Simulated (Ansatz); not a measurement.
# NbGaSe3: the cost of one run

Program: Ansatz 0.2.0. Level of theory: DFT PBE, scalar-relativistic, plane waves, PAW. These are calculated values, not measurements.

1 further run of the same task is left out (set aside as unsound or not needed).

## 1. Starting point

Symmetry: Pm-3m, No. 221, cubic system. The conventional cell has a = 4.653 Å, b = 4.653 Å, c = 4.653 Å, α = 90.00°, β = 90.00°, γ = 90.00°. Nb (site symmetry m-3m) has 6 Se at 2.33 Å as nearest neighbours. Around Ga (site symmetry m-3m) lie 12 Se at 3.29 Å. Se (site symmetry 4/mmm) has 2 Nb at 2.33 Å and 4 Ga at 3.29 Å as nearest neighbours.

As a file:

```xyz
5
Lattice="4.6533 0.0000 0.0000 0.0000 4.6533 0.0000 0.0000 0.0000 4.6533" Properties=species:S:1:pos:R:3 pbc="T T T"
Nb    2.3267    2.3267    2.3267
Ga    0.0000    0.0000    0.0000
Se    2.3267    2.3267    0.0000
Se    0.0000    2.3267    2.3267
Se    2.3267    0.0000    2.3267
```

A structure generator made this guess: species swapped into a database cell of ZnAgF3 (Pm-3m, No. 221), with Nb on the Zn sites, Ga on the Ag sites and Se on the F sites. Its size is a rough estimate.

## 2. A first look at the guess

The input, input.yaml:

```yaml
crystal:
  lattice:
    - [4.65331504, 0.0, 0.0]
    - [0.0, 4.65331504, 0.0]
    - [0.0, 0.0, 4.65331504]
  atoms:
    - { symbol: Nb, position: [0.5, 0.5, 0.5] }
    - { symbol: Ga, position: [0.0, 0.0, 0.0] }
    - { symbol: Se, position: [0.5, 0.5, 0.0] }
    - { symbol: Se, position: [0.0, 0.5, 0.5] }
    - { symbol: Se, position: [0.5, 0.0, 0.5] }
basis:
  ecutwfc: 420
kpoints:
  mp_grid: { grid: [4, 4, 4] }
hamiltonian:
  xc: pbe
scf:
  occupations: { method: gaussian, width: 0.1 }
  lower_state_search: "off"
output:
  forces: true
  stress: true
  eigenvalues: true
```

Run with:

```console
> ansatz run input.yaml --threads 1 --pin off --max-ram 2560MiB --backend cpu --events-out ev --progress --plain --runs-dir out
```

What time and memory should one allow on 1 thread of Intel Xeon 6975P-C (Granite Rapids), shared host?

About 1.6 s, with a peak of 0.41 GiB.
